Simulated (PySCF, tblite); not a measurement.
# C5H9GaO: geometry, infrared bands and NMR shifts

What infrared bands and NMR shifts should C5H9GaO (`[CH3][GaH][C@@H]1C=C(C)O1`) show?

Computed with tblite 0.8.0 and PySCF 2.14.0, with density-fitted response routines of our own, on a single molecule in the gas phase. Atoms are numbered from 0 throughout.

## Step 1: Starting geometry

16 atoms, charge 0, multiplicity 1; geometry from: force field or distance geometry start.

Bonds of the start (Å): C0–Ga1 2.13, Ga1–C2 1.95, C2–C3 1.49, C3–C4 1.32, C4–C5 1.49, C4–O6 1.40, O6–C2 1.40, C0–H7 1.09, C0–H8 1.08, C0–H9 1.11, Ga1–H10 1.53, C2–H11 1.12, C3–H12 1.09, C5–H13 1.12, C5–H14 1.12, C5–H15 1.11.

## Step 2: Geometry optimisation with GFN2-xTB

The job: settings as JSON, then the geometry in Å.

```
{"job": {"kind": "relax", "xc": "GFN2-xTB", "basis": "xTB"}, "charge": 0, "multiplicity": 1}
C      3.076000    -0.019300    -0.097500
Ga     1.586800    -1.483600     0.344900
C      0.119300    -0.529000    -0.503000
C     -0.439900     0.760400     0.004100
C     -1.651300     0.255500     0.115700
C     -3.006600     0.724000     0.535300
O     -1.202900    -0.972100    -0.378700
H      3.036100    -0.033500    -1.186600
H      3.936000    -0.470000     0.381700
H      2.707500     0.923000     0.353400
H      1.405300    -2.884000    -0.253800
H      0.360000    -0.412500    -1.592700
H      0.060200     1.710100     0.220100
H     -3.652700     0.677800    -0.382100
H     -2.965900     1.765900     0.943000
H     -3.375700    -0.003800     1.287400
```

Started as:

```bash
$ OMP_NUM_THREADS=1 python probes_run.py task.json out
```

This one command runs all jobs of the session in turn.

**Question.** This job is followed by: GFN2-xTB harmonic vibrations, gas phase; GIAO PBE0/pcSseg-1 NMR shielding, non-relativistic, gas phase. What will the session give for the following? strongest single infrared mode (GFN2-xTB); zero-point energy (GFN2-xTB); 13C shifts against TMS (PBE0/pcSseg-1); 1H shifts against TMS (PBE0/pcSseg-1, means over atoms taken as alike); 17O shifts against H2O (PBE0/pcSseg-1); shieldings of Ga (PBE0/pcSseg-1).

The runs gave:

```
                                                              quantity                               value
                             strongest single infrared mode (GFN2-xTB)               1604 cm⁻¹, 405 km/mol
                                          zero-point energy (GFN2-xTB)                       73.5 kcal/mol
                                13C shifts against TMS (PBE0/pcSseg-1)  163.1, 124.0, 95.2, 17.9, -2.4 ppm
1H shifts against TMS (PBE0/pcSseg-1, means over atoms taken as alike)    6.23, 5.74, 4.58, 2.14, 0.34 ppm
                                17O shifts against H2O (PBE0/pcSseg-1)                           138.0 ppm
                                      shieldings of Ga (PBE0/pcSseg-1)                      Ga1 1364.1 ppm
```

In words: The optimisation took 189 steps and gained 1.839 eV; among the close pairs (by a distance rule), Ga1–O6 changed most, from 2.927 to 2.138 Å. All 42 modes are real, so the xTB geometry is a minimum. The strongest single mode, at 1604 cm⁻¹, moves mainly H10. Unscaled tight-binding wavenumbers are off by several per cent, some by more. Its intensities can rank the bands wrongly. C4 (alkene carbon bearing oxygen) lies farthest downfield among carbon, at 163.1 ppm; an sp2 carbon further deshielded by the attached heteroatom. H12 (hydrogen on a β carbon of an enol-ether or enamine type C=C) lies farthest downfield among hydrogen, at 6.23 ppm; attached to an sp2 carbon and in the plane of the double bond. At PBE0/pcSseg-1: The widest tensor belongs to Ga1: span 598 ppm, with a paramagnetic part of -1276 ppm. Spin-orbit coupling is left out, which matters for shieldings and couplings at and beside the heavy atoms.
